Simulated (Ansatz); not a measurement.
# CaAlO4: the cost of one run

Computed with Ansatz 0.2.0 (DFT PBE, scalar-relativistic, plane waves, PAW, unless a step's input says otherwise).

2 further runs of the same task are left out: 1 that didn't finish, 1 set aside as unsound or not needed.

### Step 1. The structure to begin with

The structure is cubic, space group P-43m (No. 215). Conventional cell: a = 4.620 Å, b = 4.620 Å, c = 4.620 Å, α = 90.00°, β = 90.00°, γ = 90.00°. Around Ca (site symmetry -43m) lie 4 O at 2.25 Å. Around Al (site symmetry -43m) lie 4 O at 1.76 Å. Around O (site symmetry 3m) lie 1 Al at 1.76 Å and 1 Ca at 2.25 Å.

As a file:

```
Ca Al O
1.0
     4.61974    0.00000    0.00000
     0.00000    4.61974    0.00000
     0.00000    0.00000    4.61974
Ca Al O
1 1 4
Direct
  0.00000 0.00000 0.00000
  0.50000 0.50000 0.50000
  0.71934 0.71934 0.71934
  0.28066 0.28066 0.71934
  0.28066 0.71934 0.28066
  0.71934 0.28066 0.28066
```

The cell was relaxed beforehand at this level, from a generated guess; it needn't be the stable form of this composition. At a tolerance of 0.05 Å it has space group P-43m (No. 215); it has 16.43 Å³/atom, an uncorrected energy of -1.52 eV/atom over the elements.

### Step 2. Electronic structure at the relaxed geometry

input.yaml

```yaml
crystal:
  lattice:
    - [4.6197440527, 0.0, 0.0]
    - [0.0, 4.6197440527, 0.0]
    - [0.0, 0.0, 4.6197440527]
  atoms:
    - { symbol: Ca, position: [0.0, 0.0, 0.0] }
    - { symbol: Al, position: [0.5, 0.5, 0.5] }
    - { symbol: O, position: [0.7193353182, 0.7193353182, 0.7193353182], spin: 0.67 }
    - { symbol: O, position: [0.2806646818, 0.2806646818, 0.7193353182], spin: 0.67 }
    - { symbol: O, position: [0.2806646818, 0.7193353182, 0.2806646818], spin: 0.67 }
    - { symbol: O, position: [0.7193353182, 0.2806646818, 0.2806646818], spin: 0.67 }
basis:
  ecutwfc: 420
kpoints:
  mp_grid: { grid: [8, 8, 8] }
  band_path:
    path:
      - [[0.0, 0.0, 0.0], [0.0, 0.5, 0.0], [0.5, 0.5, 0.0], [0.0, 0.0, 0.0], [0.5, 0.5, 0.5], [0.0, 0.5, 0.0]]
      - [[0.5, 0.5, 0.5], [0.5, 0.5, 0.0]]
    npoints: 14
hamiltonian:
  xc: pbe
scf:
  occupations: { method: gaussian, width: 0.1 }
  n_extra_bands: 15
output:
  forces: true
  stress: true
  eigenvalues: true
  populations: true
  dos: { projected: true, de: 0.02, nscf_kmesh: { grid: [10, 10, 10] } }
  bader: true
  write_density: true
  write_potential: true
  elf: true
  volumetric_format: npy
magnetization:
  spin_polarized: true
checkpoint:
  read: start.run
  write: ck
  compress: false
  write_wavefunctions: false
  write_every: 100000
```

Started as:

```console
$ ansatz run input.yaml --threads 1 --pin off --max-ram 2560MiB --backend cpu --events-out ev --progress --plain --runs-dir out
```

What time and memory should one allow on 1 thread of Intel Xeon 6975P-C (Granite Rapids), shared host?

About 72 s, with a peak of 0.56 GiB.
